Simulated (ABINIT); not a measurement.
# InSb3 (Pm-3m) in ABINIT: further runs, part 2 of 2

ABINIT 10.8.3 (patched build). Earlier steps stand in the parts before.

## 3. Band structure, LDA

The input, run.abi:

```
# Datasets: ground state, then fixed potential
ndtset 2

# Pseudopotentials
pp_dirpath "./"
pseudos "Sb.LDA_PW-JTH.xml, In.LDA_PW-JTH.xml"

# Structure
acell 4.806367 4.806367 4.806367 Angstrom
rprim
     1.0000000000     0.0000000000     0.0000000000
     0.0000000000     1.0000000000     0.0000000000
     0.0000000000     0.0000000000     1.0000000000
ntypat 2
znucl 51 49
natom 4
typat 1 1 1 2
xcart
     4.5413586422     4.5413586422     0.0000000000
     0.0000000000     4.5413586422     4.5413586422
     4.5413586422     0.0000000000     4.5413586422
     0.0000000000     0.0000000000     0.0000000000

# Plane-wave basis
ecut 22.0
pawecutdg 44.0

# Exchange and correlation
ixc 7

# Bands and occupations
occopt 3
tsmear 0.05 eV

# SCF cycle
nstep 100

# Output
iomode 3
prtwf 0
prteig 0
prtebands 0
enunit 1
prtden1 1
prtvha1 1
prtvclmb1 1
prtpot1 1

# Dataset 1
kptopt1 1
ngkpt1 6 6 6
nshiftk1 1
shiftk1 0.0 0.0 0.0
nband1 35
tolvrs1 1.0e-9

# Dataset 2: bands along G-X-M-G-R-X
iscf2 -2
getden2 1
nband2 41
nbdbuf2 4
tolwfr2 1.0e-11
kptopt2 -5
ndivsm2 6
prteig2 1
kptbounds2
     0.0000000000     0.0000000000     0.0000000000
     0.0000000000     0.5000000000     0.0000000000
     0.5000000000     0.5000000000     0.0000000000
     0.0000000000     0.0000000000     0.0000000000
     0.5000000000     0.5000000000     0.5000000000
     0.0000000000     0.5000000000     0.0000000000
```

Potentials or basis: JTH PAW LDA v2.0.

Started as:

```console
abinit run.abi > log 2>&1
```

run.abo:

```text
.Version 10.8.3 of ABINIT
 DATASET    1 : space group Pm -3 m (#221); Bravais cP (primitive cubic)
================================================================================
 Values of the parameters that define the memory need for DATASET  1.
     intxc =       0    ionmov =       0      iscf =      17    lmnmax =      18
     lnmax =       6     mgfft =      40  mpssoang =       3    mqgrid =    3001
     natom =       4  nloc_mem =       2    nspden =       1   nspinor =       1
    nsppol =       1      nsym =      48    n1xccc =       1    ntypat =       2
    occopt =       3   xclevel =       1
       mpw =        3735          nfft =       64000          nkpt =          20
 PAW method is used; the additional fine FFT grid is defined by:
   mgfftf=        60    nfftf =    216000
================================================================================
================================================================================

 DATASET    2 : space group Pm -3 m (#221); Bravais cP (primitive cubic)
================================================================================
 Values of the parameters that define the memory need for DATASET  2.
     intxc =       0    ionmov =       0      iscf =      -2    lmnmax =      18
     lnmax =       6     mgfft =      40  mpssoang =       3    mqgrid =    3001
     natom =       4  nloc_mem =       2    nspden =       1   nspinor =       1
    nsppol =       1      nsym =      48    n1xccc =       1    ntypat =       2
    occopt =       3   xclevel =       1
       mpw =        3743          nfft =       64000          nkpt =          39
 PAW method is used; the additional fine FFT grid is defined by:
   mgfftf=        60    nfftf =    216000
================================================================================
================================================================================

--------------------------------------------------------------------------------
------------- Echo of variables that govern the present computation ------------
--------------------------------------------------------------------------------
 -outvars: echo values of preprocessed input variables --------
            acell      9.0827172906E+00  9.0827172906E+00  9.0827172906E+00 Bohr
              amu      1.21753000E+02  1.14820000E+02
             ecut      2.20000000E+01 Hartree
           enunit           1
           getden1          0
           getden2          1
             iscf1         17
             iscf2         -2
              ixc           7
           jdtset        1    2
           kptopt1          1
           kptopt2         -5
         kptrlatt        6    0    0      0    6    0      0    0    6
          kptrlen1     5.44963037E+01
          kptrlen2     3.00000000E+01
            natom           4
            nband1         35
            nband2         41
           nbdbuf1          0
           nbdbuf2          4
           ndtset           2
           ndivsm1          0
           ndivsm2          6
            ngfft          40      40      40
          ngfftdg          60      60      60
             nkpt1         20
             nkpt2         39
            nstep         100
             nsym          48
           ntypat           2
           occopt           3
        pawecutdg      4.40000000E+01 Hartree
        prtebands           0
[... 850 lines left out ...]
  3.2841E-01  3.3718E-01  3.3718E-01  3.4529E-01  4.0463E-01  4.0463E-01
  4.9032E-01  5.1614E-01  5.2426E-01  5.4370E-01  6.1348E-01

--- !ResultsGS
iteration_state: {dtset: 2, }
comment   : Summary of ground state results
lattice_vectors:
- [  9.0827173,   0.0000000,   0.0000000, ]
- [  0.0000000,   9.0827173,   0.0000000, ]
- [  0.0000000,   0.0000000,   9.0827173, ]
lattice_lengths: [   9.08272,    9.08272,    9.08272, ]
lattice_angles: [ 90.000,  90.000,  90.000, ] # degrees, (23, 13, 12)
lattice_volume:   7.4928561E+02
convergence: {deltae:  0.000E+00, res2:  0.000E+00, residm:  9.998E-12, diffor:  0.000E+00, }
etotal    :  -3.06517378E+02
entropy   :   0.00000000E+00
fermie    :   2.59353868E-01
cartesian_stress_tensor: null
pressure_GPa: null
xred      :
- [  5.0000E-01,   5.0000E-01,   0.0000E+00, Sb]
- [  0.0000E+00,   5.0000E-01,   5.0000E-01, Sb]
- [  5.0000E-01,   0.0000E+00,   5.0000E-01, Sb]
- [  0.0000E+00,   0.0000E+00,   0.0000E+00, In]
cartesian_forces: null
force_length_stats: {min: null, max: null, mean: null, }
...

 Integrated electronic density in atomic spheres:
 ------------------------------------------------
 Atom  Sphere_radius  Integrated_density
    1        2.40089         12.39299494
    2        2.40089         12.39299494
    3        2.40089         12.39299494
    4        2.50645         11.11701366

================================================================================

 ----iterations are completed or convergence reached----

 Mean square residual over all n,k,spin=   59.278E-13; max=  99.980E-13
 reduced coordinates (array xred) for    4 atoms
       0.500000000000      0.500000000000      0.000000000000
       0.000000000000      0.500000000000      0.500000000000
       0.500000000000      0.000000000000      0.500000000000
       0.000000000000      0.000000000000      0.000000000000

 cartesian coordinates (angstrom) at end:
    1      2.40318350000000     2.40318350000000     0.00000000000000
    2      0.00000000000000     2.40318350000000     2.40318350000000
    3      2.40318350000000     0.00000000000000     2.40318350000000
    4      0.00000000000000     0.00000000000000     0.00000000000000
 length scales=  9.082717290601  9.082717290601  9.082717290601 bohr
              =  4.806367000000  4.806367000000  4.806367000000 angstroms
 Eigenvalues (   eV  ) for nkpt=  39  k points:
 kpt#   1, nband= 41, wtk=  1.00000, kpt=  0.0000  0.0000  0.0000 (reduced coord)
 -22.07867  -22.07867  -22.07867  -22.07047  -22.03674  -22.03674  -22.01888  -22.01888
 -22.01888  -22.01481  -22.01481  -21.98294  -21.97750  -21.97750  -21.97750   -7.37642
  -7.37642   -7.35908   -7.35908   -7.35908   -5.15839   -0.54488   -0.54488    2.79129
   2.79129    2.79129    3.34564    7.46293    7.46293    7.46293    8.73304    8.73304
   8.73304   11.87236   11.87236   12.07300   12.42436   12.42436   12.42436   13.65731
  13.65731
 kpt#   2, nband= 41, wtk=  1.00000, kpt=  0.0000  0.0833  0.0000 (reduced coord)
 -22.07850  -22.07702  -22.07702  -22.06959  -22.03668  -22.03591  -22.01905  -22.01890
 -22.01890  -22.01559  -22.01479  -21.98372  -21.97922  -21.97922  -21.97750   -7.37605
  -7.37536   -7.35992   -7.35992   -7.35906   -5.11639   -0.72672   -0.53631    2.60762
   2.84081    2.84081    3.79840    7.31886    7.37299    7.37299    8.48669    8.63039
   8.63039   11.96139   12.13453   12.35275   12.45845   12.71359   12.71359   13.47497
  13.48879
 kpt#   3, nband= 41, wtk=  1.00000, kpt=  0.0000  0.1667  0.0000 (reduced coord)
 -22.07802  -22.07218  -22.07218  -22.06706  -22.03651  -22.03350  -22.01952  -22.01897
 -22.01897  -22.01788  -22.01474  -21.98598  -21.98423  -21.98423  -21.97750   -7.37503
[... 242 lines left out ...]
 kpt#  38, nband= 41, wtk=  1.00000, kpt=  0.0625  0.5000  0.0625 (reduced coord)
 -22.07427  -22.05131  -22.03686  -22.03645  -22.03485  -22.03035  -22.02873  -22.02497
 -22.02206  -22.01977  -22.01487  -22.01475  -22.01227  -22.00002  -21.97926   -7.37289
  -7.37243   -7.36990   -7.36043   -7.35966   -3.94282   -3.11767   -0.51143    2.44536
   3.95954    4.39163    4.58211    5.27542    6.41780    6.47351    8.36866    8.70105
   9.21423    9.90703   10.78363   11.07042   13.61839   14.28932   14.52982   15.14570
  16.41974
 kpt#  39, nband= 41, wtk=  1.00000, kpt=  0.0000  0.5000  0.0000 (reduced coord)
 -22.07598  -22.05171  -22.03567  -22.03377  -22.03377  -22.03234  -22.02734  -22.02734
 -22.02154  -22.01875  -22.01523  -22.01523  -22.01457  -22.00011  -21.97750   -7.37165
  -7.37165   -7.37085   -7.36116   -7.35887   -3.99113   -3.15253   -0.40884    2.63855
   4.18308    4.18308    4.96614    4.96614    5.97123    6.22794    8.93641    9.17516
   9.17516    9.39586   11.01049   11.01049   13.34237   14.04481   14.26597   14.79478
  16.69367

== END DATASET(S) ==============================================================
================================================================================

 -outvars: echo values of variables after computation  --------
            acell      9.0827172906E+00  9.0827172906E+00  9.0827172906E+00 Bohr
           etotal1    -3.0651737830E+02
            fcart1    -0.0000000000E+00 -0.0000000000E+00 -0.0000000000E+00
                      -0.0000000000E+00 -0.0000000000E+00 -0.0000000000E+00
                      -0.0000000000E+00 -0.0000000000E+00 -0.0000000000E+00
                      -0.0000000000E+00 -0.0000000000E+00 -0.0000000000E+00
           strten1     1.3020066770E-04  1.3020066770E-04  1.3020066770E-04
                       0.0000000000E+00  0.0000000000E+00  0.0000000000E+00
           xangst      2.4031835000E+00  2.4031835000E+00  0.0000000000E+00
                       0.0000000000E+00  2.4031835000E+00  2.4031835000E+00
                       2.4031835000E+00  0.0000000000E+00  2.4031835000E+00
                       0.0000000000E+00  0.0000000000E+00  0.0000000000E+00
             xred      5.0000000000E-01  5.0000000000E-01  0.0000000000E+00
                       0.0000000000E+00  5.0000000000E-01  5.0000000000E-01
                       5.0000000000E-01  0.0000000000E+00  5.0000000000E-01
                       0.0000000000E+00  0.0000000000E+00  0.0000000000E+00
 Calculation completed.
```

Wall time 3.6 min (1 thread of Arm Neoverse V2, shared host); peak memory 0.19 GiB.

Results:

| Property | Result |
| --- | --- |
| Free energy | -8340.7628 eV |
| Pressure | -3.8 GPa |
| Band gap on the k mesh | none (metal or under the smearing width) |
| Valence electrons inside the program's atomic spheres | Sb 12.39; In 11.12 |

Levels at the corners of the path, in eV from the Fermi level:
| point | band 27 | band 28 | band 29 | band 30 | band 31 | band 32 |
| --- | --- | --- | --- | --- | --- | --- |
| Γ | -3.71 | 0.41 | 0.41 | 0.41 | 1.68 | 1.68 |
| X | -2.09 | -2.09 | -1.09 | -0.83 | 1.88 | 2.12 |
| M | -1.67 | -1.33 | -1.09 | -1.09 | -0.55 | 1.04 |
| Γ | -3.71 | 0.41 | 0.41 | 0.41 | 1.68 | 1.68 |
| R | -4.95 | -4.89 | 3.42 | 3.42 | 3.48 | 3.48 |
| X | -2.09 | -2.09 | -1.09 | -0.83 | 1.88 | 2.12 |

Caveat: spin-orbit coupling is left out, which moves the levels of the heavy elements.

## 4. Band structure, r2SCAN

Changes to run.abi since step 3:

```diff
@@ -5,3 +5,3 @@
 pp_dirpath "./"
-pseudos "Sb.LDA_PW-JTH.xml, In.LDA_PW-JTH.xml"
+pseudos "Sb.GGA_PBE-JTH.xml, In.GGA_PBE-JTH.xml"
 
@@ -24,7 +24,9 @@
 # Plane-wave basis
-ecut 22.0
-pawecutdg 44.0
+ecut 26.0
+pawecutdg 48.0
 
 # Exchange and correlation
-ixc 7
+ixc -497498
+usekden 1
+pawxcdev 0
 
@@ -44,2 +46,3 @@
 prtden1 1
+prtkden1 1
 prtvha1 1
@@ -50,3 +53,3 @@
 kptopt1 1
-ngkpt1 6 6 6
+ngkpt1 5 5 5
 nshiftk1 1
@@ -54,3 +57,3 @@
 nband1 35
-tolvrs1 1.0e-9
+tolvrs1 1.0e-7
 
@@ -59,2 +62,3 @@
 getden2 1
+getkden2 1
 nband2 41
```

Potentials or basis: JTH PAW PBE v2.0.

Started as:

```console
abinit run.abi > log 2>&1
```

It took 10 min on 1 thread of Arm Neoverse V2, shared host; peak memory 0.32 GiB.

The run converged. Its results:

* Free energy: -6140.7746 eV
* Pressure: -0.5 GPa
* Band gap on the k mesh: none (metal or under the smearing width)
* Valence electrons inside the program's atomic spheres: Sb 12.37; In 11.07

Levels at the corners of the path, in eV from the Fermi level:
| point | band 25 | band 26 | band 27 | band 28 | band 29 | band 30 | band 31 | band 32 | band 33 | band 34 |
| --- | --- | --- | --- | --- | --- | --- | --- | --- | --- | --- |
| Γ | -4.59 | -4.59 | -3.59 | 0.40 | 0.40 | 0.40 | 1.85 | 1.85 | 1.85 | 5.27 |
| X | -3.12 | -3.12 | -2.26 | -2.26 | -1.15 | -0.79 | 2.12 | 2.26 | 2.26 | 2.75 |
| M | -2.50 | -1.63 | -1.63 | -1.45 | -1.24 | -1.24 | -0.46 | 1.14 | 3.44 | 3.63 |
| Γ | -4.59 | -4.59 | -3.59 | 0.40 | 0.40 | 0.40 | 1.85 | 1.85 | 1.85 | 5.27 |
| R | -5.25 | -5.25 | -5.25 | -4.93 | 3.70 | 3.70 | 3.74 | 3.74 | 3.74 | 6.75 |
| X | -3.12 | -3.12 | -2.26 | -2.26 | -1.15 | -0.79 | 2.12 | 2.26 | 2.26 | 2.75 |

Caveat: totals of a meta-GGA on PAW files have another zero than those of a GGA; the PAW data sets were made with another functional, which shifts forces and pressure a little; spin-orbit coupling is left out, which moves the levels of the heavy elements.

## 5. The runs side by side

```tsv
level	potentials or basis	k mesh	cutoff (eV)	fine-grid cutoff	gap on the mesh (eV)	pressure (GPa)
PBEsol	PseudoDojo NC SR PBEsol v0.4.1 standard	6 × 6 × 6	1088	-	none	-2.7
LDA	JTH PAW LDA v2.0	6 × 6 × 6	599	1197.3 eV	none	-3.8
r2SCAN	JTH PAW PBE v2.0	5 × 5 × 5	707	1306.15 eV	none	-0.5
```

Alike in all rows: task band structure; no spin polarisation; cell as given; smearing fermi-dirac 0.05 eV.

Caveats: spin-orbit coupling is left out, which moves the levels of the heavy elements; totals of a meta-GGA on PAW files have another zero than those of a GGA (some runs); the PAW data sets were made with another functional, which shifts forces and pressure a little (some runs).

Total energies depend on the potentials used, so only differences within one code and one set of settings carry meaning.
